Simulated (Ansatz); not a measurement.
# BF2H5O2: the cost of one run

Program: Ansatz 0.2.0, Gaussian basis. Level of theory: PBE0-D4, def2-SVP first, then def2-TZVP. These are calculated values, not measurements.

190 further runs of the same task are left out: 190 set aside as unsound or not needed.

**1. Where the work starts**

The guess: 10 atoms, charge 0, spin multiplicity 1.

Atoms are counted from 1 here; the program's logs count them from 0.

Bond lengths: B1–H2 1.366 Å, B1–O3 1.334 Å, B1–O4 1.338 Å, O3–H9 0.956 Å, O4–H10 0.954 Å, H5–F6 1.109 Å, H5–F8 1.165 Å. Angles: H2–B1–O3 106.8°, H2–B1–O4 116.7°, O3–B1–O4 126.3°, B1–O3–H9 116.4°, B1–O4–H10 119.5°, F6–H5–F8 158.2°.

As a file:

```mol
BF2H5O2
  3D, bonds by distance, orders not assigned

 10  7  0  0  0  0  0  0  0  0999 V2000
   -0.5819   -0.2108   -0.3340 B   0  0
   -0.3888   -0.3640    1.0093 H   0  0
   -0.4744   -1.4231   -0.8796 O   0  0
   -1.4259    0.7555   -0.7127 O   0  0
    1.6042    0.4887    0.4665 H   0  0
    1.0975    0.5917   -0.5150 F   0  0
    0.4459   -0.2426    1.5583 H   0  0
    1.7269    0.2552    1.6015 F   0  0
   -0.7049   -1.4943   -1.8048 H   0  0
   -1.2985    1.6437   -0.3896 H   0  0
  1  2  8  0
  1  3  8  0
  1  4  8  0
  3  9  8  0
  4 10  8  0
  5  6  8  0
  5  8  8  0
M  END
```

Distances that are to change: B1–F6 1.87 Å, H5–F8 1.17 Å, H2–H7 1.01 Å, B1–H2 1.37 Å, H5–F6 1.11 Å, H7–F8 1.38 Å.

**2. Relaxing the guess with the reacting distances held**

hold/in.yaml reads:

```yaml
crystal:
  periodic: [false, false, false]
  atoms:
    - {symbol: B, position_ang: [-0.581900, -0.210800, -0.334000]}
    - {symbol: H, position_ang: [-0.388800, -0.364000, 1.009300]}
    - {symbol: O, position_ang: [-0.474400, -1.423100, -0.879600]}
    - {symbol: O, position_ang: [-1.425900, 0.755500, -0.712700]}
    - {symbol: H, position_ang: [1.604200, 0.488700, 0.466500]}
    - {symbol: F, position_ang: [1.097500, 0.591700, -0.515000]}
    - {symbol: H, position_ang: [0.445900, -0.242600, 1.558300]}
    - {symbol: F, position_ang: [1.726900, 0.255200, 1.601500]}
    - {symbol: H, position_ang: [-0.704900, -1.494300, -1.804800]}
    - {symbol: H, position_ang: [-1.298500, 1.643700, -0.389600]}
basis:
  gaussian: {orbitals: def2-SVP}
hamiltonian: {xc: pbe0, dispersion: d4}
relax: {f_tol: 0.04, max_steps: 150, escape_saddle: false, constraints: [{distance: [0, 5]}, {distance: [4, 7]}, {distance: [1, 6]}, {distance: [0, 1]}, {distance: [4, 5]}, {distance: [6, 7]}]}
```

Command:

```bash
ansatz run in.yaml --threads 4 --pin off --events-out ev --progress --plain --max-ram 9574MiB
```

**Question.** How long does this run take on 4 threads of Intel Xeon at 2.50GHz, shared host?

About 23 s.
